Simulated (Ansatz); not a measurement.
# H5AuC3NCl: the cost of one run

Program: Ansatz 0.2.0. Level of theory: DFT, PBE, plane-wave PAW, default files, scalar-relativistic. These are calculated values, not measurements.

### 1 The system as given

The structure is monoclinic, space group P2_1 (No. 4). Conventional cell: a = 4.474 Å, b = 6.326 Å, c = 10.096 Å, α = 90.00°, β = 96.17°, γ = 90.00°. Around H (site symmetry 1) lie 1 C at 0.99 Å. Around H (site symmetry 1) lie 1 C at 0.98 Å. C (site symmetry 1) has 1 N at 1.19 Å as nearest neighbours. C (site symmetry 1) is surrounded by 2 H at 0.99 Å. C (site symmetry 1) is surrounded by 3 H at 0.98 Å. Only part of the 11 independent sites is listed.

Structure file:

```
CELL_PARAMETERS angstrom
4.47420 0.00000 0.00000
0.00000 6.32590 0.00000
-1.08455 0.00000 10.03728
ATOMIC_POSITIONS crystal
H 0.71210 0.10090 0.68490
H 0.28790 0.60090 0.31510
H 0.74470 0.35260 0.68800
H 0.25530 0.85260 0.31200
H 0.48000 0.24560 0.48740
H 0.52000 0.74560 0.51260
H 0.26500 0.38480 0.56970
H 0.73500 0.88480 0.43030
H 0.23270 0.13280 0.56650
H 0.76730 0.63280 0.43350
C 0.32900 0.24300 0.90810
C 0.67100 0.74300 0.09190
C 0.59900 0.23500 0.68900
C 0.40100 0.73500 0.31100
C 0.37500 0.25100 0.56760
C 0.62500 0.75100 0.43240
Au 0.12467 0.24500 0.06595
Au 0.87533 0.74500 0.93405
N 0.46500 0.24100 0.81270
N 0.53500 0.74100 0.18730
Cl 0.88720 0.24700 0.25560
Cl 0.11280 0.74700 0.74440
```

### 2 Relaxing the atoms in the given cell

Contents of input.yaml:

```yaml
crystal:
  lattice:
    - [4.4742, 0.0, 0.0]
    - [0.0, 6.3259, 0.0]
    - [-1.0845482195, 0.0, 10.0372762067]
  atoms:
    - { symbol: H, position: [0.7121, 0.1009, 0.6849] }
    - { symbol: H, position: [0.2879, 0.6009, 0.3151] }
    - { symbol: H, position: [0.7447, 0.3526, 0.688] }
    - { symbol: H, position: [0.2553, 0.8526, 0.312] }
    - { symbol: H, position: [0.48, 0.2456, 0.4874] }
    - { symbol: H, position: [0.52, 0.7456, 0.5126] }
    - { symbol: H, position: [0.265, 0.3848, 0.5697] }
    - { symbol: H, position: [0.735, 0.8848, 0.4303] }
    - { symbol: H, position: [0.2327, 0.1328, 0.5665] }
    - { symbol: H, position: [0.7673, 0.6328, 0.4335] }
    - { symbol: C, position: [0.329, 0.243, 0.9081] }
    - { symbol: C, position: [0.671, 0.743, 0.0919] }
    - { symbol: C, position: [0.599, 0.235, 0.689] }
    - { symbol: C, position: [0.401, 0.735, 0.311] }
    - { symbol: C, position: [0.375, 0.251, 0.5676] }
    - { symbol: C, position: [0.625, 0.751, 0.4324] }
    - { symbol: Au, position: [0.12467, 0.245, 0.06595] }
    - { symbol: Au, position: [0.87533, 0.745, 0.93405] }
    - { symbol: "N", position: [0.465, 0.241, 0.8127] }
    - { symbol: "N", position: [0.535, 0.741, 0.1873] }
    - { symbol: Cl, position: [0.8872, 0.247, 0.2556] }
    - { symbol: Cl, position: [0.1128, 0.747, 0.7444] }
kpoints:
  mp_grid: { grid: [6, 5, 3] }
scf:
  occupations: { method: fermi_dirac, width: 0.02 }
hamiltonian:
  xc: pbe
  pseudopotentials: { kind: paw }
output:
  forces: true
  stress: true
  populations: true
  efg:
    quadrupole_moments_barn: { H: 0.00285783, Au: 0.547, "N": 0.02044, Cl: -0.08112 }
    contact_densities: true
relax:
  f_tol: 0.02
  max_steps: 60
```

Started as:

```
$ ansatz run input.yaml --threads 1 --pin off --max-ram 3072MiB --backend cpu --events-out ev --progress --plain --runs-dir out
```

What time and memory should one allow on 1 thread of an x86-64 CPU, shared host?

About 5.1 min, with a peak of 0.91 GiB.
